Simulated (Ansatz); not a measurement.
The system is TiCrP2.

```
CELL_PARAMETERS angstrom
3.45323 0.00000 0.00000
-1.72662 2.99059 0.00000
0.00000 0.00000 5.74769
ATOMIC_POSITIONS crystal
Cr 0.00000 0.00000 0.50000
Ti 0.00000 0.00000 0.00000
P 0.66667 0.33333 0.73385
P 0.33333 0.66667 0.26615
```

The cell comes from a database or a generator and needn't be the stable form of this composition.

* Program: Ansatz 0.2.0
* Task: single point
* Functional: PBEsol
* Potentials or basis: all-electron LAPW, scalar-relativistic
* Cutoff: 263 eV (chosen from the basis error)
* Basis error allowed: 0.001 eV/atom
* k mesh: 9 × 9 × 5
* Occupations: fermi-dirac, width 0.05 eV
* Spin: collinear spin, ferromagnetic start
* Starting moments: [3.0, 1.0, 0.0, 0.0] μB

On this cell: pressure -4.8 GPa; largest force 0.076 eV/Å; net moment 2.37 μB per cell; site moments Cr +2.22; Ti +0.15; P -0.05 μB; band gap on the k mesh none (metal or under the smearing width).

The same run follows on a disturbed copy (atoms moved at random, drawn with an rms of 0.05 Å):

```
Cr Ti P
1.0
     3.45323    0.00000    0.00000
    -1.72662    2.99059    0.00000
     0.00000    0.00000    5.74769
Cr Ti P
1 1 2
Direct
  0.99713 0.99173 0.50323
  0.00123 0.00123 0.00104
  0.65189 0.32330 0.74523
  0.33623 0.67238 0.26406
```

What changes?

The energy (extrapolated to zero smearing) moves by +10.3 meV/atom; pressure -4.3 GPa; largest force 0.801 eV/Å; net moment 2.40 μB per cell; site moments Cr +2.28; Ti +0.14; P -0.06 μB; band gap on the k mesh none (metal or under the smearing width).

Forces in eV/Å, atoms in the order of the input:
```
Cr  -0.150  0.138 -0.047
Ti  -0.185 -0.126  0.251
P    0.350  0.237 -0.680
P   -0.014 -0.250  0.476
```

Stress tensor (GPa, compression positive):
```
-3.85  0.60 -0.16
 0.60 -5.52 -0.12
-0.16 -0.12 -3.65
```

Caveats: a cell with one magnetic atom can't hold antiferromagnetic order, which such compounds often take.
